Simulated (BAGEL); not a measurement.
# CH3AlO2S (SMILES O[CH]1[S][Al]1[OH]): HF/STO-3G (density fitting with qzvpp-jkfit)

Aim: the energy change on altering one bond length of CH3AlO2S at HF/STO-3G (density fitting with qzvpp-jkfit), from 2 runs. 

The results are computed with BAGEL 1.2.2.

1 further run of the same task is left out (set aside as unsound or not needed).

## (1) The system as given

CH3AlO2S: 8 atoms, total charge 0, spin state singlet. As SMILES, `O[CH]1[S][Al]1[OH]`. The coordinates come from a PBE0-D4/def2-TZVP relaxation. This is one conformer, not always the lowest.

Bond lengths: O1–C2 1.376 Å, C2–Al4 1.913 Å, S3–Al4 2.106 Å, Al4–O5 1.678 Å, O1–H6 0.964 Å, C2–H7 1.090 Å, O5–H8 0.955 Å. Angles: O1–C2–Al4 121.2°, C2–Al4–S3 59.3°, C2–Al4–O5 149.7°, S3–Al4–O5 151.0°, O1–C2–H7 113.4°, Al4–C2–H7 123.4°, C2–O1–H6 109.7°, Al4–O5–H8 125.7°. A long bond or contact: C2–S3 1.996 Å.

## (2) A single-point energy at HF/STO-3G (density fitting with qzvpp-jkfit)

File input.json:

```json
{ "bagel": [

{
  "title": "molecule",
  "basis": "sto-3g",
  "df_basis": "qzvpp-jkfit",
  "angstrom": true,
  "geometry": [
    { "atom": "O", "xyz": [   -0.016800,    1.792800,    0.704500 ] },
    { "atom": "C", "xyz": [    0.488300,    0.808600,   -0.113900 ] },
    { "atom": "S", "xyz": [    1.433800,   -0.664600,    0.845000 ] },
    { "atom": "Al", "xyz": [   -0.354900,   -0.904000,   -0.241400 ] },
    { "atom": "O", "xyz": [   -1.617000,   -1.859200,   -0.797900 ] },
    { "atom": "H", "xyz": [    0.695400,    2.375300,    0.990600 ] },
    { "atom": "H", "xyz": [    1.208900,    1.178900,   -0.843400 ] },
    { "atom": "H", "xyz": [   -1.745500,   -2.784800,   -0.599400 ] }
  ]
},
{ "title": "hf" },
{ "title": "print", "file": "orbitals.molden", "orbitals": true }

]}
```

Started as:

```
BAGEL_NUM_THREADS=1 BAGEL input.json > input.out
```

The program printed:

```text
* using 1 threads per process

  ===============================================================
  ===============================================================

  *** Geometry ***

  { "atom" : "O", "xyz" : [     -0.031747,      3.387901,      1.331312 ] },
  { "atom" : "C", "xyz" : [      0.922753,      1.528033,     -0.215240 ] },
  { "atom" : "S", "xyz" : [      2.709489,     -1.255912,      1.596819 ] },
  { "atom" : "Al", "xyz" : [     -0.670664,     -1.708312,     -0.456180 ] },
  { "atom" : "O", "xyz" : [     -3.055687,     -3.513379,     -1.507812 ] },
  { "atom" : "H", "xyz" : [      1.314116,      4.488666,      1.871963 ] },
  { "atom" : "H", "xyz" : [      2.284490,      2.227798,     -1.593795 ] },
  { "atom" : "H", "xyz" : [     -3.298517,     -5.262509,     -1.132702 ] },

  Number of auxiliary basis functions:      539

  Since a DF basis is specified, we compute 2- and 3-index integrals:
    o Being stored without compression. Storage requirement is 0.006 GB

  Number of basis functions:       36
  Number of electrons      :       54

    * METHOD: MOLECULE                             0.19

  *** RHF ***

  === Nuclear Repulsion ===
   261.9275040720

      * DIIS with orbital gradients will be used.

  === RHF iteration (sto-3g) ===
      0       -818.83934979          0.01863174           0.03
      1       -818.98223220          0.00796320           0.03
      2       -819.00714073          0.00131392           0.03
      3       -819.00836814          0.00039545           0.03
      4       -819.00847634          0.00007499           0.03
      5       -819.00848257          0.00002321           0.03
      6       -819.00848331          0.00000679           0.03
      7       -819.00848338          0.00000217           0.03
      8       -819.00848338          0.00000067           0.03
      9       -819.00848338          0.00000029           0.03
     10       -819.00848338          0.00000010           0.03
     11       -819.00848338          0.00000003           0.03
     12       -819.00848338          0.00000001           0.03
    * SCF iteration converged.

    * Permanent dipole moment:
           (    0.331436,     0.750413,     0.443387) a.u.

    * METHOD: HF                                   0.47

    * METHOD: PRINT                                0.00

  ===============================================================
```

Wall time 0.82 s (1 thread of Arm Neoverse V2, shared host); peak memory 0.084 GiB.

## (3) The distorted shape

File hf.json:

```json
{ "bagel" : [

{
  "title" : "molecule",
  "basis" : "sto-3g",
  "df_basis" : "qzvpp-jkfit",
  "angstrom" : true,
  "geometry" : [
    { "atom" : "O", "xyz" : [      -0.377091,       1.607655,       1.069240 ] },
    { "atom" : "C", "xyz" : [       0.128009,       0.623455,       0.250840 ] },
    { "atom" : "S", "xyz" : [       1.073509,      -0.849745,       1.209740 ] },
    { "atom" : "Al", "xyz" : [      -0.715191,      -1.089145,       0.123340 ] },
    { "atom" : "O", "xyz" : [      -1.977291,      -2.044345,      -0.433160 ] },
    { "atom" : "H", "xyz" : [       0.335109,       2.190155,       1.355340 ] },
    { "atom" : "H", "xyz" : [       1.208900,       1.178900,      -0.843400 ] },
    { "atom" : "H", "xyz" : [      -2.105791,      -2.969945,      -0.234660 ] }
  ]
},

{ "title" : "hf" },

{ "title" : "print", "file" : "orbitals.molden", "orbitals" : true }

]}
```

Started as:

```
BAGEL_NUM_THREADS=1 BAGEL hf.json > hf.out
```

The program printed:

```text
* using 1 threads per process

  ===============================================================
  ===============================================================

  *** Geometry ***

  { "atom" : "O", "xyz" : [     -0.712599,      3.038028,      2.020571 ] },
  { "atom" : "C", "xyz" : [      0.241902,      1.178159,      0.474019 ] },
  { "atom" : "S", "xyz" : [      2.028638,     -1.605785,      2.286077 ] },
  { "atom" : "Al", "xyz" : [     -1.351515,     -2.058186,      0.233079 ] },
  { "atom" : "O", "xyz" : [     -3.736538,     -3.863252,     -0.818554 ] },
  { "atom" : "H", "xyz" : [      0.633264,      4.138793,      2.561221 ] },
  { "atom" : "H", "xyz" : [      2.284490,      2.227798,     -1.593795 ] },
  { "atom" : "H", "xyz" : [     -3.979368,     -5.612383,     -0.443443 ] },

  Number of auxiliary basis functions:      539

  Since a DF basis is specified, we compute 2- and 3-index integrals:
    o Being stored without compression. Storage requirement is 0.006 GB

  Number of basis functions:       36
  Number of electrons      :       54

    * METHOD: MOLECULE                             0.19

  *** RHF ***

  === Nuclear Repulsion ===
   259.6439934649

      * DIIS with orbital gradients will be used.

  === RHF iteration (sto-3g) ===
      0       -818.71938675          0.01942229           0.03
      1       -818.85967684          0.01020331           0.03
      2       -818.89733248          0.00177451           0.03
      3       -818.89962025          0.00063223           0.03
      4       -818.89995153          0.00014524           0.03
      5       -818.89997939          0.00004247           0.03
      6       -818.89998201          0.00001368           0.03
      7       -818.89998227          0.00000488           0.03
      8       -818.89998230          0.00000144           0.03
      9       -818.89998231          0.00000069           0.03
     10       -818.89998231          0.00000025           0.03
     11       -818.89998231          0.00000007           0.03
     12       -818.89998231          0.00000002           0.03
     13       -818.89998231          0.00000001           0.03
    * SCF iteration converged.

    * Permanent dipole moment:
           (    0.505964,     0.865605,     0.164955) a.u.

    * METHOD: HF                                   0.49

    * METHOD: PRINT                                0.00

  ===============================================================
```

Wall time 0.84 s (1 thread of Arm Neoverse V2, shared host); peak memory 0.084 GiB.

## (4) Outcome

Level: HF/STO-3G (density fitting with qzvpp-jkfit).

| quantity | value |
| --- | --- |
| first shape: total energy | -819.00848 Eh |
| first shape: dipole moment | 2.37 D |
| first shape: HOMO energy | -5.54 eV |
| first shape: LUMO energy | 8.80 eV |
| first shape: HOMO–LUMO gap | 14.34 eV |
| distorted shape: total energy | -818.89998 Eh |
| distorted shape: dipole moment | 2.58 D |
| distorted shape: HOMO energy | -5.57 eV |
| distorted shape: LUMO energy | 8.09 eV |
| distorted shape: HOMO–LUMO gap | 13.66 eV |
| energy change with the C2–H7 bond stretched from 1.090 to 1.635 Å | 2.952 eV |

In words: With the C2–H7 bond stretched from 1.090 to 1.635 Å the energy rises by 2.95 eV (68 kcal/mol). The first shape isn't relaxed at this level, so the change isn't measured from a minimum. The minimal basis adds a large error of its own.
